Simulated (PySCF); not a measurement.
# Cs⁻: electron affinity in aug-cc-pwCVTZ-X2C plus 1 even-tempered diffuse shell per l

Each state of caesium is computed at each level; their differences give the electron affinity. How far do the methods differ?

The numbers are computed with PySCF 2.14.0 (unrestricted determinants in a Gaussian basis, no spin-orbit coupling in the energies), except any that are marked as measured or tabulated.

## Step 1: The atom as given

```
Element                                   : caesium (Z = 55)
Basis                                     : aug-cc-pwCVTZ-X2C with one added diffuse shell each of s, p, d, f type (12s11p9d5f, 125 functions)
Hamiltonian                               : the spin-free X2C one-electron Hamiltonian (Gaussian nucleus)
State 1                                   : Cs⁻: [Xe] 6s2, closed-shell 1S
Needed too, but not shown                 : Cs [Xe] 6s1 (2S)
Methods                                   : UHF, LDA, PBE, PBE0, r2SCAN, M06, revPBE, BLYP, MP2
Core shells frozen in the correlated runs : valence: [Xe]; valence and next inner shell: [Kr] 4d10 (for Cs⁻)
```

Outer shells as boxes (Hund's rule):

Cs- [Xe] 6s2
```
[Xe] core
6s [↑↓]
```

One driver process ran all states and methods and kept the integrals in memory. Each run is shown as a PySCF script that sums up its settings (the driver passes frozen orbitals as a list and adds second-order terms of double hybrids); the logs are those of the runs themselves. The driver starts from symmetry-adapted Hartree-Fock orbitals, holds the occupation by maximum overlap and uses a logarithmic radial grid for functionals, so a plain start would take other cycles.

The integrals over 125 functions and the set-up took 25 s of CPU time.

## Step 2: Cs⁻, method by method

#### UHF

Input file input.py:

```python
from pyscf import gto, scf, dft, mp, cc
import basis_set_exchange as bse
mol = gto.M(atom="Cs 0 0 0", charge=-1, spin=0, symmetry="D2h",
            basis=gto.basis.parse(bse.get_basis("aug-cc-pwCVTZ-X2C", elements=["Cs"], fmt="nwchem", augment_diffuse=1)),
            nucmod="G")
mf = scf.UHF(mol).sfx2c1e()
mf.irrep_nelec = {'Ag': (10, 10), 'B1g': (2, 2), 'B2g': (2, 2), 'B3g': (2, 2), 'B1u': (4, 4), 'B2u': (4, 4), 'B3u': (4, 4)}
mf.kernel()
```

#### LDA

Changes to input.py:

```diff
@@ -5,3 +5,3 @@
             nucmod="G")
-mf = scf.UHF(mol).sfx2c1e()
+mf = dft.UKS(mol, xc="LDA,VWN").sfx2c1e()
 mf.irrep_nelec = {'Ag': (10, 10), 'B1g': (2, 2), 'B2g': (2, 2), 'B3g': (2, 2), 'B1u': (4, 4), 'B2u': (4, 4), 'B3u': (4, 4)}
```

#### PBE

Changes to input.py:

```diff
@@ -5,3 +5,3 @@
             nucmod="G")
-mf = dft.UKS(mol, xc="LDA,VWN").sfx2c1e()
+mf = dft.UKS(mol, xc="PBE").sfx2c1e()
 mf.irrep_nelec = {'Ag': (10, 10), 'B1g': (2, 2), 'B2g': (2, 2), 'B3g': (2, 2), 'B1u': (4, 4), 'B2u': (4, 4), 'B3u': (4, 4)}
```

#### PBE0

Changes to input.py:

```diff
@@ -5,3 +5,3 @@
             nucmod="G")
-mf = dft.UKS(mol, xc="PBE").sfx2c1e()
+mf = dft.UKS(mol, xc="PBE0").sfx2c1e()
 mf.irrep_nelec = {'Ag': (10, 10), 'B1g': (2, 2), 'B2g': (2, 2), 'B3g': (2, 2), 'B1u': (4, 4), 'B2u': (4, 4), 'B3u': (4, 4)}
```

#### r2SCAN

Changes to input.py:

```diff
@@ -5,3 +5,3 @@
             nucmod="G")
-mf = dft.UKS(mol, xc="PBE0").sfx2c1e()
+mf = dft.UKS(mol, xc="R2SCAN").sfx2c1e()
 mf.irrep_nelec = {'Ag': (10, 10), 'B1g': (2, 2), 'B2g': (2, 2), 'B3g': (2, 2), 'B1u': (4, 4), 'B2u': (4, 4), 'B3u': (4, 4)}
```

#### M06

Changes to input.py:

```diff
@@ -5,3 +5,3 @@
             nucmod="G")
-mf = dft.UKS(mol, xc="R2SCAN").sfx2c1e()
+mf = dft.UKS(mol, xc="M06").sfx2c1e()
 mf.irrep_nelec = {'Ag': (10, 10), 'B1g': (2, 2), 'B2g': (2, 2), 'B3g': (2, 2), 'B1u': (4, 4), 'B2u': (4, 4), 'B3u': (4, 4)}
```

#### revPBE

Changes to input.py:

```diff
@@ -5,3 +5,3 @@
             nucmod="G")
-mf = dft.UKS(mol, xc="M06").sfx2c1e()
+mf = dft.UKS(mol, xc="PBE_R,PBE").sfx2c1e()
 mf.irrep_nelec = {'Ag': (10, 10), 'B1g': (2, 2), 'B2g': (2, 2), 'B3g': (2, 2), 'B1u': (4, 4), 'B2u': (4, 4), 'B3u': (4, 4)}
```

#### BLYP

Changes to input.py:

```diff
@@ -5,3 +5,3 @@
             nucmod="G")
-mf = dft.UKS(mol, xc="PBE_R,PBE").sfx2c1e()
+mf = dft.UKS(mol, xc="BLYP").sfx2c1e()
 mf.irrep_nelec = {'Ag': (10, 10), 'B1g': (2, 2), 'B2g': (2, 2), 'B3g': (2, 2), 'B1u': (4, 4), 'B2u': (4, 4), 'B3u': (4, 4)}
```

#### MP2 (valence)

Changes to input.py:

```diff
@@ -5,4 +5,5 @@
             nucmod="G")
-mf = dft.UKS(mol, xc="BLYP").sfx2c1e()
+mf = scf.UHF(mol).sfx2c1e()
 mf.irrep_nelec = {'Ag': (10, 10), 'B1g': (2, 2), 'B2g': (2, 2), 'B3g': (2, 2), 'B1u': (4, 4), 'B2u': (4, 4), 'B3u': (4, 4)}
 mf.kernel()
+mp.UMP2(mf, frozen=27).kernel()
```

## Step 3: Cs⁻, continued

#### MP2 (valence and next inner shell)

input.py, as its differences from that of step 2:

```diff
@@ -8,2 +8,2 @@
 mf.kernel()
-mp.UMP2(mf, frozen=27).kernel()
+mp.UMP2(mf, frozen=23).kernel()
```

Q: Predict the outcome of this session.

As calculated:

| quantity | value |
| --- | --- |
| electron affinity, Cs | UHF -0.065, MP2 (valence and next inner shell) 0.340 eV; reference 0.472 |

Each level's miss (mean over 1 difference):

| method | mean absolute miss against the measured value (with the measured fine structure taken into account where it is known) (eV) |
| --- | --- |
| UHF | 0.536 |
| LDA | 0.098 |
| PBE | 0.025 |
| PBE0 | 0.013 |
| r2SCAN | 0.095 |
| revPBE | 0.009 |
| BLYP | 0.057 |
| MP2 (valence) | 0.193 |
| SCS-MP2 (valence) | 0.124 |
| MP2 (valence and next inner shell) | 0.131 |
| SCS-MP2 (valence and next inner shell) | 0.078 |

**Reading.** Against experiment revPBE comes closest (off by 0.01 eV), level with PBE0 and UHF is farthest (0.54 eV). Hartree-Fock falls short because the species with more electrons holds more correlation energy, which it lacks. PBE is off by +0.03 eV. The basis is finite, and no extrapolation was made.
